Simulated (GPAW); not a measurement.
# C2H2STe (SMILES SC#C[TeH]): a first try and a second

Aim: the charge distribution of C2H2STe at LDA (PW92)/real-space grid (scalar-relativistic datasets).

Program for the calculation: GPAW 26.7.0.

3 further runs of the same task are left out: 2 that didn't finish, 1 set aside as unsound or not needed.

### 1 Starting point

C2H2STe has 6 atoms, charge 0, and is taken as a singlet. As SMILES, `SC#C[TeH]`. The shape comes from GFN2-xTB, which is rough for such elements, and wasn't checked as a minimum.

Bond lengths: S1–C2 1.700 Å, C2–C3 1.205 Å, C3–Te4 2.045 Å, S1–H5 1.337 Å, Te4–H6 1.646 Å. Angles: S1–C2–C3 177.4°, C2–C3–Te4 176.4°, C2–S1–H5 95.2°, C3–Te4–H6 89.9°.

### 2 The input as first written

sp.py

```python
import numpy as np
from ase import Atoms
from ase.units import Debye
from gpaw import GPAW

# Atomic positions
molecule = Atoms(['S', 'C', 'C', 'Te', 'H', 'H'],
    positions=[[  4.562290,   0.122095,  -0.808671],
               [  1.507661,  -0.379929,   0.046620],
               [ -0.635213,  -0.835599,   0.666979],
               [ -4.184175,  -1.783939,   1.868486],
               [  4.117165,   2.318977,  -1.973176],
               [ -5.367748,   0.558395,   0.199763]])
molecule.center(vacuum=4.5)

# DFT calculator
calculator = GPAW(mode='fd',
                  h=0.2,
                  xc='LDA',
                  occupations={'name': 'fermi-dirac', 'width': 0.3},
                  maxiter=64,
                  txt='-')
molecule.calc = calculator

energy = molecule.get_potential_energy()
print(f'Energy: {energy:.5f} eV')
forces = molecule.get_forces()
print('Forces (eV/Ang)')
for symbol, f in zip(molecule.symbols, forces):
    print(f'{symbol:2} {f[0]:9.4f} {f[1]:9.4f} {f[2]:9.4f}')
dipole = molecule.get_dipole_moment() / Debye
print(f'Dipole = {np.linalg.norm(dipole):.3f} D')
homo, lumo = calculator.get_homo_lumo()
print(f'HOMO                    {homo:.3f} eV')
print(f'LUMO = {lumo:.3f} eV')
print(f'Gap = {lumo - homo:.3f} eV')
```

Started as:

```bash
$ python3 -u sp.py | tee sp.out
```

What it wrote:

```text
[...]
Number of symmetries: 1
[...]
  Number of IBZ points: 1
[...]
Spin-components: 1 (collinear spins)
Bands:           18
[...]
  Valence electrons: 22.0
[...]
  Grid points: [96 64 64]
  Charge: 0.0  # |e|
[...]
    cutoffs:
[...]
occupation numbers:
  Fermi-Dirac:
[...]
xc functional:
  name: None
[...]
|iter     |     time |      energy | eigst |  dens |
[...]
|iter:   1| 00:00:07 |   -9.933462 | -0.03 |       |
[...]
|iter:  16| 00:00:50 |   -9.135792c| -7.85c| -4.70c|
Converged in 16 steps
[...]
Energy contributions relative to reference atoms: (reference = -197523.943079)
Energy contributions:
  Kinetic:         -18.603968
  Coulomb:          10.920167
  Zero:              0.579878
  External:          0.000000
  Xc:               -0.582375
  Entropy:          -2.898986
  Spinorbit:         0.000000
  ----------------------------
  Free energy:     -10.585285
  Extrapolated:     -9.135792
dipole moment: (-0.421503, -0.066971, 0.133252)  # |e|*Ang
Fermi level: -6.160
Eigenvalues  # (at kpt = [0.000, 0.000, 0.000])
| band index |      eig [eV] | occ [0-2] |
|------------|---------------|-----------|
|          0 |       -16.806 |     2.000 |
|        ... |               |           |
|          4 |        -7.705 |     1.988 |
|          5 |        -7.292 |     1.955 |
|          6 |        -7.151 |     1.929 |
|          7 |        -6.570 |     1.594 |
|          8 |        -6.523 |     1.541 |
|          9 |        -6.426 |     1.416 |
|         10 |        -6.261 |     1.167 |
|         11 |        -6.212 |     1.088 |
|         12 |        -6.055 |     0.827 |
|         13 |        -5.622 |     0.286 |
[...]
Gap: 0.157 eV
Transition (v -> c):
[...]
Forces (eV/Ang)
S    -1.0753    1.8073   -0.8405
C    -3.1615   -0.6796    0.9286
C     3.5336    0.7367   -0.9932
Te   -0.1579    1.0608   -0.8170
H     0.3821   -1.9242    1.0247
H     0.4821   -0.9708    0.7018
Dipole = 2.148 D
HOMO                    -6.261 eV
LUMO = -6.212 eV
Gap = 0.048 eV
```

Wall time 50 s (1 thread of Intel Xeon Platinum 8488C (Sapphire Rapids), shared host); peak memory 1 GiB.

### 3 Diagnosis

It ran to the end. The result can't be trusted all the same.

The cause is that numbers in bohr are read as ångström, which stretches the molecule by 1.89. The sound input differs in these keys, not all of which need be the cause: smear at its default in place of fermi-dirac; width at its default in place of 0.3. As the program read them, the closest atoms are 2.28 Å apart, against 1.20 Å in the sound input.

### 4 Second attempt

calc.py

```python
import numpy as np
from ase import Atoms
from ase.units import Debye
from gpaw import GPAW

# Geometry
molecule = Atoms(['S', 'C', 'C', 'Te', 'H', 'H'],
    positions=[[  2.414260,   0.064610,  -0.427930],
               [  0.797820,  -0.201050,   0.024670],
               [ -0.336140,  -0.442180,   0.352950],
               [ -2.214170,  -0.944020,   0.988760],
               [  2.178710,   1.227150,  -1.044160],
               [ -2.840490,   0.295490,   0.105710]])
molecule.center(vacuum=4.5)

# DFT calculator
calc = GPAW(mode='fd', h=0.2, xc='LDA', maxiter=100, txt='-')
molecule.calc = calc

energy = molecule.get_potential_energy()
print(f'Energy = {energy:.5f} eV')
forces = molecule.get_forces()
print('Forces (eV/Ang)')
for symbol, f in zip(molecule.symbols, forces):
    print(f'{symbol:2} {f[0]:9.4f} {f[1]:9.4f} {f[2]:9.4f}')
dipole = molecule.get_dipole_moment() / Debye
print(f'Dipole                  {np.linalg.norm(dipole):.3f} D')
homo, lumo = calc.get_homo_lumo()
print(f'HOMO = {homo:.3f} eV')
print(f'LUMO: {lumo:.3f} eV')
print(f'Gap = {lumo - homo:.3f} eV')
```

Started as:

```bash
$ python calc.py
```

What it wrote:

```text
[...]
Number of symmetries: 1
[...]
  Number of IBZ points: 1
[...]
Spin-components: 1 (collinear spins)
Bands:           18
[...]
  Valence electrons: 22.0
[...]
  Grid points: [72 56 56]
  Charge: 0.0  # |e|
[...]
    cutoffs:
[...]
occupation numbers:
  # Zero width
[...]
xc functional:
  name: None
[...]
|iter     |     time |      energy | eigst |  dens |
[...]
|iter:   1| 00:00:04 |  -34.508017 | +1.09 |       |
[...]
|iter:  14| 00:00:28 |  -30.726447c| -7.47c| -5.70c|
Converged in 14 steps
[...]
Energy contributions relative to reference atoms: (reference = -197523.943079)
Energy contributions:
  Kinetic:          37.884349
  Coulomb:         -39.460253
  Zero:              0.480260
  External:          0.000000
  Xc:              -29.630803
  Entropy:           0.000000
  Spinorbit:         0.000000
  ----------------------------
  Free energy:     -30.726447
  Extrapolated:    -30.726447
dipole moment: (-0.147717, 0.154266, -0.069886)  # |e|*Ang
Fermi level: -3.752
Eigenvalues  # (at kpt = [0.000, 0.000, 0.000])
| band index |      eig [eV] | occ [0-2] |
|------------|---------------|-----------|
|          0 |       -20.320 |     2.000 |
|        ... |               |           |
|          3 |       -12.544 |     2.000 |
|          4 |       -10.744 |     2.000 |
|          5 |        -9.956 |     2.000 |
|          6 |        -9.154 |     2.000 |
|          7 |        -8.661 |     2.000 |
|          8 |        -7.216 |     2.000 |
|          9 |        -6.706 |     2.000 |
|         10 |        -5.243 |     2.000 |
|         11 |        -2.260 |     0.000 |
|         12 |        -1.462 |     0.000 |
[...]
Gap: 2.983 eV
Transition (v -> c):
[...]
Forces (eV/Ang)
S    -0.6432   -0.6288    0.4224
C     1.6433    0.3567   -0.4922
C    -1.6348   -0.4739    0.5759
Te    0.9094   -0.0320   -0.0786
H    -0.0631    0.4981   -0.2463
H    -0.2671    0.2667   -0.2223
Dipole                  1.079 D
HOMO = -5.243 eV
LUMO: -2.260 eV
Gap = 2.983 eV
```

Run time: 29 s. Hardware: 1 thread of Intel Xeon Platinum 8488C (Sapphire Rapids), shared host; peak memory 0.64 GiB.

### 5 Outcome

Level: LDA (PW92)/real-space grid (scalar-relativistic datasets).

```
                                              quantity        value
energy as printed (from the program's reference atoms)  -30.7264 eV
                                         dipole moment       1.08 D
                                           HOMO energy     -5.24 eV
                                           LUMO energy     -2.26 eV
                                         HOMO–LUMO gap      2.98 eV
```

**Reading.** The first attempt's energy was +21.591 eV off this one.
